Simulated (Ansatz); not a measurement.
# AsH+ (quartet): the correlation ladder at distance As1–H2 = 1.781 Å, cc-pVQZ

The task here is to estimate one member of a computed series from the others.

Method: cc-pVQZ, core rule «outside noble gas», up to 14 orbitals frozen; program: Ansatz 0.2.0, Gaussian basis.

To be run: UHF; CCSD(T) on ROHF; CCSD(T) on UHF; BCCD(T) on ROHF; CCSDT(Q) on ROHF; CCSDT(Q) on UHF; CASSCF and MRCISD+Q, 5 electrons in 5 orbitals; CASSCF and NEVPT2, 5 electrons in 5 orbitals.

11 further runs of the same task are left out: 11 that didn't finish.

## What is computed

The geometry derives from a PBE0/def2-TZVP stationary point (not a proven minimum). One bond is set to the value named and the two fragments are kept rigid. No spin-orbit coupling is included. The filled d shell of As may be among the frozen orbitals whatever the setting's name suggests; the logs give the count.

2 atoms, charge 1, spin multiplicity 4.

Atoms are counted from 1 here; the program's logs count them from 0.

Bond lengths: As1–H2 1.781 Å.

Set-up of the first run:

The input, in.yaml:

```yaml
crystal:
  periodic: [false, false, false]
  atoms:
    - {symbol: As, position_ang: [0.000000, 0.000000, 0.000000]}
    - {symbol: H, position_ang: [0.000000, 0.000000, 1.781000]}
basis:
  gaussian: {orbitals: cc-pVQZ}
total_charge: 1
magnetization: {spin_polarized: true, initial_magnetization: 3}
hamiltonian: {xc: hf}
output: {orbitals: {seedname: orbitals}}
```

On the command line:

```sh
$ ansatz run in.yaml --threads 1 --pin off --events-out ev --progress --plain --max-ram 3968MiB --backend cpu
```

Among the steps run: UHF; CCSD(T) on ROHF; CCSD(T) on UHF; BCCD(T) on ROHF; CCSDT(Q) on ROHF; CCSDT(Q) on UHF; CASSCF and MRCISD+Q, 5 electrons in 5 orbitals; CASSCF and NEVPT2, 5 electrons in 5 orbitals.

One of the session's tables, all rows but one given; the rest of the session is left out.

| method | from UCCSDT(Q) (meV) |
| --- | --- |
| ROHF | +2631.5 |
| UHF | +2473.6 |
| RMP2 | +526.2 |
| UMP2 | ? |
| RCCSD | +124.0 |
| UCCSD | +102.8 |
| RCCSD(T) | +37.7 |
| UCCSD(T) | +19.4 |
| BCCD(T) | +37.9 |
| RCCSDT | +21.3 |
| UCCSDT | +2.5 |
| RCCSDT(Q) | +18.7 |
| UCCSDT(Q) | 0 |
| CASSCF valence | +2039.5 |
| NEVPT2 valence | +443.6 |
| MRCISD valence | +128.1 |
| MRCISD+Q valence | +47.3 |

Q: Estimate the row for UMP2 from the others.

**Answer.** from UCCSDT(Q) (meV): +553.4. In the column «from UCCSDT(Q) (meV)» it lies between RMP2 (+526.2) and CASSCF valence (+2039.5).

Limits of these values: Restricted and unrestricted rows rest on different reference determinants; where their highest levels disagree by more than a few hundredths of an eV, they describe different states and don't form one ladder.
